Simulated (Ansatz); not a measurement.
# KAs6: the cost of one run

Program: Ansatz 0.2.0. Level of theory: DFT PBE, scalar-relativistic, plane waves, PAW. These are calculated values, not measurements.

### Step 1. The starting structure

The structure is cubic, space group Pm-3m (No. 221). Conventional cell: a = 5.511 Å, b = 5.511 Å, c = 5.511 Å, α = 90.00°, β = 90.00°, γ = 90.00°. K (site symmetry m-3m) is surrounded by 24 As at 4.06 Å. As (site symmetry 4mm) is surrounded by 5 As at 2.28 Å.

Coordinates:

```
K As
1.0
     5.51118    0.00000    0.00000
     0.00000    5.51118    0.00000
     0.00000    0.00000    5.51118
K As
1 6
Direct
  0.00000 0.00000 0.00000
  0.20700 0.50000 0.50000
  0.50000 0.20700 0.50000
  0.79300 0.50000 0.50000
  0.50000 0.79300 0.50000
  0.50000 0.50000 0.20700
  0.50000 0.50000 0.79300
```

The cell is invented: species swapped into a database cell of BaB6 (Pm-3m, No. 221), with K on the Ba sites and As on the B sites. The dimensions are guesses.

### Step 2. The guess as it stands, on a coarse mesh

The input, input.yaml:

```yaml
crystal:
  lattice:
    - [5.51117935, 0.0, 0.0]
    - [0.0, 5.51117935, 0.0]
    - [0.0, 0.0, 5.51117935]
  atoms:
    - { symbol: K, position: [0.0, 0.0, 0.0] }
    - { symbol: As, position: [0.207, 0.5, 0.5] }
    - { symbol: As, position: [0.5, 0.207, 0.5] }
    - { symbol: As, position: [0.793, 0.5, 0.5] }
    - { symbol: As, position: [0.5, 0.793, 0.5] }
    - { symbol: As, position: [0.5, 0.5, 0.207] }
    - { symbol: As, position: [0.5, 0.5, 0.793] }
basis:
  ecutwfc: 420
kpoints:
  mp_grid: { grid: [4, 4, 4] }
hamiltonian:
  xc: pbe
scf:
  occupations: { method: gaussian, width: 0.1 }
  lower_state_search: "off"
output:
  forces: true
  stress: true
  eigenvalues: true
```

On the command line:

```console
$ ansatz run input.yaml --threads 1 --pin off --max-ram 2048MiB --backend cpu --events-out ev --progress --plain --runs-dir out
```

What time and memory should one allow on 1 thread of Arm Neoverse V2, shared host?

About 5.5 s, with a peak of 0.41 GiB.
